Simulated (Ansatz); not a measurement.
# CdSb3O: the cost of one run

Computed with Ansatz 0.2.0 (DFT PBE, scalar-relativistic, plane waves, PAW, unless a step's input says otherwise).

### 1 The structure to begin with

It takes space group Pm-3m (No. 221, cubic). Conventional cell: a = 4.639 Å, b = 4.639 Å, c = 4.639 Å, α = 90.00°, β = 90.00°, γ = 90.00°. Cd (site symmetry m-3m) is surrounded by 6 Sb at 2.32 Å. Sb (site symmetry 4/mmm) is surrounded by 2 Cd at 2.32 Å and 8 Sb at 3.28 Å and 4 O at 3.28 Å. O (site symmetry m-3m) has 12 Sb at 3.28 Å as nearest neighbours.

Structure file:

```cif
data_structure
_symmetry_space_group_name_H-M 'Pm-3m'
_symmetry_Int_Tables_number 221
_cell_length_a 4.6393
_cell_length_b 4.6393
_cell_length_c 4.6393
_cell_angle_alpha 90.000
_cell_angle_beta 90.000
_cell_angle_gamma 90.000
_cell_volume 99.85
loop_
_atom_site_label
_atom_site_type_symbol
_atom_site_symmetry_multiplicity
_atom_site_Wyckoff_symbol
_atom_site_fract_x
_atom_site_fract_y
_atom_site_fract_z
_atom_site_occupancy
Cd1 Cd 1 a 0.00000 0.00000 0.00000 1
Sb1 Sb 3 d 0.50000 0.00000 0.00000 1
O1 O 1 b 0.50000 0.50000 0.50000 1
```

A structure generator made this guess: species swapped into a database cell of RbCuF3 (Pm-3m, No. 221), with O on the Rb sites, Cd on the Cu sites and Sb on the F sites. Its size is a rough estimate.

### 2 The guess as it stands, on a coarse mesh

Input file input.yaml:

```yaml
crystal:
  lattice:
    - [4.63929146, 0.0, 0.0]
    - [0.0, 4.63929146, 0.0]
    - [0.0, 0.0, 4.63929146]
  atoms:
    - { symbol: Cd, position: [0.0, 0.0, 0.0] }
    - { symbol: Sb, position: [0.5, 0.0, 0.0] }
    - { symbol: Sb, position: [0.0, 0.0, 0.5] }
    - { symbol: Sb, position: [0.0, 0.5, 0.0] }
    - { symbol: O, position: [0.5, 0.5, 0.5] }
basis:
  ecutwfc: 420
kpoints:
  mp_grid: { grid: [4, 4, 4] }
hamiltonian:
  xc: pbe
scf:
  occupations: { method: gaussian, width: 0.1 }
  lower_state_search: "off"
output:
  forces: true
  stress: true
  eigenvalues: true
```

Started as:

```bash
$ ansatz run input.yaml --threads 1 --pin off --max-ram 2560MiB --backend cpu --events-out ev --progress --plain --runs-dir out
```

What time and memory should one allow on 1 thread of Intel Xeon 6975P-C (Granite Rapids), shared host?

About 1.5 s, with a peak of 0.42 GiB.
